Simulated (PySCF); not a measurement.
**BF2H4P: electronic excitations and core binding energies**

Wanted: the electronic excitations and core binding energies of BF2H4P (`[BH3-][PH+](F)F`), by calculation.

Computed with PySCF 2.14.0, with density-fitted response routines of our own, on a single molecule in the gas phase. Atoms are numbered from 0 throughout.

### 1 The starting structure

8 atoms, charge 0, multiplicity 1; geometry from: GFN2-xTB.

Bonds of the start (Å): B0–P1 1.89, P1–F2 1.60, P1–F3 1.60, B0–H4 1.19, B0–H5 1.18, B0–H6 1.18, P1–H7 1.40.

### 2 Ultraviolet spectrum: CAM-B3LYP/def2-SVPD

What the job is given:

```
{"job": {"kind": "uv", "xc": "CAM-B3LYP", "basis": "def2-SVPD", "nstates": 8, "ntriplets": 3}, "charge": 0, "multiplicity": 1}
B     -1.111615    -0.169781    -0.009641
P      0.751510     0.101425     0.162952
F      1.643020    -0.877122    -0.738491
F      1.284458     1.447238    -0.522410
H     -1.281287    -0.085962    -1.183130
H     -1.323378    -1.248611     0.431985
H     -1.623466     0.697382     0.614704
H      1.669816     0.144843     1.219465
```

With the program's defaults for keys left out, this is: TDDFT CAM-B3LYP/def2-SVPD, vertical, gas phase, core orbitals frozen in the response.

Launch:

```
> OMP_NUM_THREADS=1 python probes_run.py task.json out
```

One launch serves the whole session: the jobs run in the order shown.

The log of the run:

```text
coarse grid: 7368 points
cycle   1  E = -567.8246879446  dE =  4.090e-01  |g| = 7.011e-01  |ddm| = 3.284e+00
cycle   2  E = -567.8022881467  dE =  2.240e-02  |g| = 8.629e-01  |ddm| = 1.722e+00
cycle   3  E = -567.9302828979  dE = -1.280e-01  |g| = 8.648e-02  |ddm| = 7.447e-01
cycle   4  E = -567.9318890043  dE = -1.606e-03  |g| = 1.655e-02  |ddm| = 1.187e-01
cycle   5  E = -567.9319742869  dE = -8.528e-05  |g| = 1.799e-03  |ddm| = 4.433e-02
cycle   6  E = -567.9319754866  dE = -1.200e-06  |g| = 4.161e-04  |ddm| = 3.630e-03
final grid: 67832 points
cycle   7  E = -567.9959805522  dE = -8.519e-06  |g| = 1.589e-03  |ddm| = 2.371e-02
cycle   8  E = -567.9959804699  dE =  8.230e-08  |g| = 1.871e-03  |ddm| = 4.026e-03
cycle   9  E = -567.9959810381  dE = -5.682e-07  |g| = 1.536e-04  |ddm| = 1.349e-03
cycle  10  E = -567.9959810433  dE = -5.245e-09  |g| = 4.509e-05  |ddm| = 2.766e-04
cycle  11  E = -567.9959810441  dE = -7.960e-10  |g| = 1.241e-05  |ddm| = 1.497e-04
converged SCF energy = -567.9959810441

Static polarisability (au): isotropic 44.727, principal 40.003 40.228 53.948

Singlet excitations
state   eV       nm        f      main configurations
  1   7.0603    175.6   0.00193   H-2->L 0.52, H-1->L 0.45
  2   7.2459    171.1   0.00991   H-1->L 0.52, H-2->L 0.39
  3   7.3930    167.7   0.03443   H->L 0.79, H-1->L+1 0.18
  4   7.6105    162.9   0.00385   H->L+1 0.88
  5   7.8670    157.6   0.01562   H-2->L+1 0.83, H-1->L+1 0.09
  6   8.2520    150.2   0.30783   H-1->L+1 0.65, H->L 0.13, H-2->L+1 0.09
  7   9.1906    134.9   0.09538   H->L+2 0.95
  8   9.2836    133.6   0.09851   H-1->L+2 0.94

Triplet excitations (Tamm-Dancoff, eV): 6.3593 6.6231 6.7178
```

Wall time 22 s (1 thread, shared host).

The orbitals next to the gap, with their largest atomic shares:

| orbital | eV | atoms |
| --- | --- | --- |
| HOMO−3 | -14.19 | F3 27 %, F2 27 %, P1 17 % |
| HOMO−2 | -11.31 | B0 30 %, P1 24 %, F3 9 % |
| HOMO−1 | -11.03 | B0 43 %, H4 29 %, P1 9 % |
| HOMO | -11.00 | B0 44 %, H5 22 %, H6 21 % |
| LUMO | -0.23 | P1 44 %, F3 13 %, F2 13 % |
| LUMO+1 | 0.17 | P1 40 %, H7 24 %, B0 13 % |
| LUMO+2 | 1.14 | B0 52 %, P1 18 %, H7 9 % |

With each of the 8 states as a Gaussian band of 0.4 eV half-width at 1/e, the curve within the window shown has maxima at 150 nm (ε 13,000), 134 nm (ε 7,800) L/(mol cm). Beyond the last state computed it falls off for lack of states. The curve at chosen wavelengths:

(nm, ε (L/mol/cm)): (129, 3744), (131, 6077), (134, 7772), (136, 6953), (139, 4738), (141, 4379), (144, 6776), (146, 9530), (149, 12532), (151, 12560), (154, 9904), (156, 7444), (159, 4441), (161, 3264), (164, 2479), (166, 2279), (169, 2032), (171, 1794), (174, 1335), (176, 1016), (179, 606), (181, 402), (184, 199), (186, 118), (189, 50), (191, 27)

Ground-state properties from the same run:

| property | computed |
| --- | --- |
| dipole moment (D) | 2.70 |
| polarisability (Å³) | 6.63 |
| HOMO–LUMO gap (eV) | 10.76 |
| −ε(HOMO) (eV) | 11.00 |

### 3 X-ray photoelectron lines: SCAN, X2C

The job, as its differences from that of step 2:

```diff
@@ -1,2 +1,2 @@
-{"job": {"kind": "uv", "xc": "CAM-B3LYP", "basis": "def2-SVPD", "nstates": 8, "ntriplets": 3}, "charge": 0, "multiplicity": 1}
+{"job": {"kind": "xps"}, "charge": 0, "multiplicity": 1}
 B     -1.111615    -0.169781    -0.009641
```

Level: delta-SCF UKS SCAN, pcX-2 on the ionised atom, pcseg-1 elsewhere, spin-free X2C.

The log of the run:

```text
ground state, core basis on atom 0 (B), 111 functions
  cycle   1  E = -569.01814717  |g| = 7.14e-01
  cycle   2  E = -568.79274194  |g| = 1.25e+00
  cycle   3  E = -569.13383192  |g| = 1.26e-01
  cycle   4  E = -569.13712647  |g| = 4.48e-02
  cycle   5  E = -569.13752620  |g| = 1.80e-02
  cycle   6  E = -569.13762255  |g| = 5.90e-03
  cycle   7  E = -569.13763497  |g| = 1.05e-03
  cycle   8  E = -569.13763460  |g| = 3.42e-04
  E(ground) = -569.15330710 Eh
hole in B 1s of atom 0
  cycle   1  E = -561.57287158  |g| = 1.17e+00
  cycle   2  E = -561.08994501  |g| = 1.39e+00
  cycle   3  E = -561.93755334  |g| = 3.44e-01
  cycle   4  E = -561.96809678  |g| = 2.56e-01
  cycle   5  E = -561.98870052  |g| = 3.83e-02
  cycle   6  E = -561.98936998  |g| = 1.05e-02
  cycle   7  E = -561.98943367  |g| = 3.96e-03
  cycle   8  E = -561.98944625  |g| = 1.62e-03
  cycle   9  E = -561.98944822  |g| = 1.60e-03
  cycle  10  E = -561.98944861  |g| = 4.99e-04
  E(ion) = -562.00713712 Eh   <S^2> = 0.7697   hole on atom = 1.000   binding energy = 194.457 eV
ground state, core basis on atom 1 (P), 122 functions
  cycle   1  E = -569.28358993  |g| = 3.44e-01
  cycle   2  E = -569.28368611  |g| = 4.26e-02
  cycle   3  E = -569.28357600  |g| = 3.95e-02
  cycle   4  E = -569.28393849  |g| = 8.07e-03
  cycle   5  E = -569.28395711  |g| = 1.99e-03
  cycle   6  E = -569.28395865  |g| = 3.42e-04
  E(ground) = -569.26646204 Eh
hole in P 1s of atom 1
  cycle   1  E = -488.96249044  |g| = 4.71e+00
  cycle   2  E = -486.83520465  |g| = 2.88e+00
  cycle   3  E = -488.31547068  |g| = 1.58e+00
  cycle   4  E = -490.05748411  |g| = 2.23e-01
  cycle   5  E = -490.02012185  |g| = 3.51e-01
  cycle   6  E = -490.07688063  |g| = 5.83e-02
  cycle   7  E = -490.07814620  |g| = 2.09e-02
  cycle   8  E = -490.07839307  |g| = 3.85e-03
  cycle   9  E = -490.07840065  |g| = 1.74e-03
  cycle  10  E = -490.07840093  |g| = 9.58e-04
  cycle  11  E = -490.07840191  |g| = 1.57e-04
  E(ion) = -490.06548365 Eh   <S^2> = 0.7519   hole on atom = 1.000   binding energy = 2155.168 eV
hole in P 2p of atom 1
  cycle   1  E = -563.71327853  |g| = 1.39e+00
  cycle   2  E = -561.89639682  |g| = 2.06e+00
  cycle   3  E = -563.80386531  |g| = 5.96e-01
  cycle   4  E = -564.07028357  |g| = 1.43e-01
  cycle   5  E = -564.07389160  |g| = 1.45e-01
  cycle   6  E = -564.08154503  |g| = 3.41e-02
  cycle   7  E = -564.08197198  |g| = 9.77e-03
  cycle   8  E = -564.08202862  |g| = 1.65e-03
  cycle   9  E = -564.08203061  |g| = 9.16e-04
  cycle  10  E = -564.08203140  |g| = 7.74e-04
  cycle  11  E = -564.08203066  |g| = 1.77e-04
  E(ion) = -564.07689959 Eh   <S^2> = 0.7532   hole on atom = 1.002   binding energy = 141.215 eV
  2p3/2 = 141.070 eV   2p1/2 = 141.982 eV
ground state, core basis on atom 2 (F), 111 functions
  cycle   1  E = -569.18910371  |g| = 1.26e-01
  cycle   2  E = -569.18831952  |g| = 8.90e-02
  cycle   3  E = -569.18894696  |g| = 7.21e-02
  cycle   4  E = -569.18973334  |g| = 1.32e-02
  cycle   5  E = -569.18977927  |g| = 1.28e-03
  cycle   6  E = -569.18977902  |g| = 3.20e-04
  E(ground) = -569.20912040 Eh
hole in F 1s of atom 2
  cycle   1  E = -542.78375562  |g| = 2.58e+00
  cycle   2  E = -542.26336430  |g| = 2.30e+00
  cycle   3  E = -543.47677080  |g| = 5.66e-01
  cycle   4  E = -543.50446710  |g| = 4.97e-01
  cycle   5  E = -543.67973809  |g| = 7.88e-02
  cycle   6  E = -543.68429732  |g| = 4.70e-02
  cycle   7  E = -543.68541948  |g| = 1.91e-02
  cycle   8  E = -543.68554414  |g| = 3.69e-03
  cycle   9  E = -543.68555327  |g| = 6.26e-04
  cycle  10  E = -543.68555413  |g| = 1.70e-04
  E(ion) = -543.71155224 Eh   <S^2> = 0.7572   hole on atom = 1.000   binding energy = 693.824 eV
```

Run time: 46 s. Hardware: 1 thread, shared host.

The holes in one table. −ε is the ground-state orbital energy:

| hole | stands for | environment | ΔSCF (eV; 2p as the shell's mean) | −ε (eV) | ⟨S²⟩ |
| --- | --- | --- | --- | --- | --- |
| B1s on B0 | B0 | boron bonded to P, 3 H | 194.46 | 178.9 | 0.770 |
| P1s on P1 | P1 | phosphorus bonded to B, 2 F, H | 2155.17 | 2097.1 | 0.752 |
| P2p on P1 | P1 | phosphorus bonded to B, 2 F, H | 141.37 | 129.8 | 0.753 |
| F1s on F2 | F2, F3 | fluorine bonded to P | 693.82 | 668.1 | 0.757 |

Each hole run stands for the others of its class of like atoms.

With the spin-orbit splitting: P1 2p3/2 141.07, 2p1/2 141.98 eV. The table gives each 2p level as the mean over the whole 2p shell (two parts 2p3/2, one part 2p1/2), which differs a little from the single hole in the log.

### 4 Outcome

| quantity | value |
| --- | --- |
| lowest singlet (CAM-B3LYP/def2-SVPD) | 7.06 eV (176 nm), f = 0.002 |
| brightest single state of those computed | state 6, 8.25 eV, f = 0.308 |
| lowest triplet | 6.36 eV |
| B1s binding energies, SCAN/pcX-2 | B0 194.46 eV |
| P1s binding energies, SCAN/pcX-2 | P1 2155.17 eV |
| P2p binding energies, SCAN/pcX-2 | P1 141.37 eV |
| F1s binding energies, SCAN/pcX-2 | F2 693.82 eV |

What this shows: The first singlet state (HOMO−2→LUMO 0.52, HOMO−1→LUMO 0.45) lies at 7.06 eV and is weak; of the 8 states computed, the strongest absorption comes from state 6 at 8.25 eV. The lowest triplet lies 0.70 eV below the lowest singlet (triplets in Tamm-Dancoff, singlets in full TDDFT).
